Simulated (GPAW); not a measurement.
Write an ASE script for GPAW 26.7.0 that does the following.

```
Task                : band structure
Functional          : PW91
Potentials or basis : PAW data sets generated in the run's folder for this functional
Cutoff              : 600 eV
Basis               : pw
k mesh              : 8 × 8 × 8
Occupations         : fermi-dirac, width 0.05 eV
Spin                : no spin polarisation
Maxiter             : 150
Band path           : GXMGRX,MR
Band points         : 80
```

The structure of RuAu lies in POSCAR:

```
RuAu
1.0
    3.1648100000      0.0000000000      0.0000000000
    0.0000000000      3.1648100000      0.0000000000
    0.0000000000      0.0000000000      3.1648100000
Ru Au
1 1
Direct
    0.0000000000      0.0000000000      0.0000000000
    0.5000000000      0.5000000000      0.5000000000
```

The cell was built by a generator and needn't be a form met in nature.

These files were run (other wordings do the same):

run.py

```python
from ase.dft.bandgap import bandgap
from ase.io import read, write
from ase.units import GPa
from gpaw import GPAW, PW, setup_paths

setup_paths.insert(0, '.')

atoms = read('POSCAR')

calc = GPAW(mode=PW(600),
            xc='GGA_X_PW91+GGA_C_PW91',
            kpts={'size': (8, 8, 8), 'gamma': True},
            occupations={'name': 'fermi-dirac', 'width': 0.05},
            nbands=26,
            convergence={'density': 1e-05, 'energy': 1e-05},
            maxiter=150,
            txt='gpaw.txt')
atoms.calc = calc
energy = atoms.get_potential_energy()
forces = atoms.get_forces()
stress = atoms.get_stress()
calc.write('gs.gpw')
write('result.traj', atoms)
print(f'Energy: {energy:.6f} eV')
print('Forces (eV/A):')
print(forces.round(4))
print('Stress (GPa):', (stress / GPa).round(3))
print('Fermi level:', round(calc.get_fermi_level(), 4), 'eV')
print(f'Gap: {bandgap(calc)[0]:.4f} eV, direct: {bandgap(calc, direct=True)[0]:.4f} eV')

path = atoms.cell.bandpath('GXMGRX,MR', npoints=80, eps=1e-4)
bs_calc = calc.fixed_density(kpts=path, symmetry='off', nbands=38,
                             convergence={'bands': 'CBM+6.0', 'eigenstates': 1e-6}, txt='bands.txt')
bs = bs_calc.band_structure()
bs.write('bs.json')
print(f'Gap on the path: {bandgap(bs_calc)[0]:.4f} eV')
```

Potentials or basis: PAW data sets generated in the run's folder for this functional, pw.

Run with:

```sh
$ gpaw-setup -f GGA_X_PW91+GGA_C_PW91 Au Ru
$ OMP_NUM_THREADS=1 python run.py
```

Results of the run:

- Pressure: 2.5 GPa
- Band gap along the path: none (metal or under the smearing width)

Caveat: with this Au data set, volumes or pressures lay over 1.5 % or 2 GPa off other programs in two to four cells of ten; spin-orbit coupling is left out, which moves the levels of the heavy elements.

It took 26 s on 1 thread of Intel(R) Xeon(R) 6975P-C (Granite Rapids) (shared host), peak memory 0.25 GiB.
